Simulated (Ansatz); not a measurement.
# O: the cost of one run

Program: Ansatz 0.2.0. Level of theory: DFT LDA, scalar-relativistic, plane waves, PAW. These are calculated values, not measurements.

16 further runs of the same task are left out: 16 set aside as unsound or not needed.

## (1) The starting structure

Symmetry: Fmmm, No. 69, orthorhombic system. The conventional cell has a = 3.225 Å, b = 3.246 Å, c = 7.388 Å, α = 90.00°, β = 90.00°, γ = 90.00°. Around O (site symmetry mm2) lie 1 O at 1.19 Å.

Coordinates:

```cif
data_structure
_symmetry_space_group_name_H-M 'P 1'
_symmetry_Int_Tables_number 1
_cell_length_a 4.0349
_cell_length_b 4.0306
_cell_length_c 2.2881
_cell_angle_alpha 73.620
_cell_angle_beta 73.418
_cell_angle_gamma 32.961
_cell_volume 19.34
loop_
_atom_site_label
_atom_site_type_symbol
_atom_site_fract_x
_atom_site_fract_y
_atom_site_fract_z
_atom_site_occupancy
O1 O 0.08085 0.08085 0.91915 1
O2 O 0.91915 0.91915 0.08085 1
```

It is the result of an earlier relaxation at this level (volume 9.67 Å³/atom; gap on the mesh: none (metal)).

## (2) What is varied

The energy is mapped over volume and the cell's shape.

The axes are (1) volume per atom: 7 values from 8.12 to 11.22 Å³; (2) stretch along c over the lengths across it, relative to the relaxed cell: 7 values from 0.886 to 1.128.

Nothing else is relaxed (fractional coordinates fixed). Energies count from the relaxed crystal. Points are written as (first, second).

## (3) Point (8.12 Å³, 0.961)

input.yaml reads:

```yaml
crystal:
  lattice:
    - [0.0, 1.5521554912, 3.3931675885]
    - [1.5421351974, 0.0, 3.3931675885]
    - [1.5421351974, 1.5521554912, 0.0]
  atoms:
    - { symbol: O, position: [0.0808467867, 0.0808467867, 0.9191532133] }
    - { symbol: O, position: [0.9191532133, 0.9191532133, 0.0808467867] }
basis:
  ecutwfc: 520.0
kpoints:
  mp_grid: { grid: [22, 22, 22] }
hamiltonian:
  xc: lda
scf:
  occupations: { method: gaussian, width: 0.15 }
output:
  forces: true
  stress: true
  eigenvalues: true
```

Command:

```sh
> ansatz run input.yaml --threads 1 --pin off --max-ram 2048MiB --backend cpu --events-out ev --progress --plain --runs-dir out
```

**Question.** How long does this run take on 1 thread of AMD EPYC 7R43 (Zen 3), shared host, and how much memory does it need?

About 14 s, with a peak of 0.65 GiB.
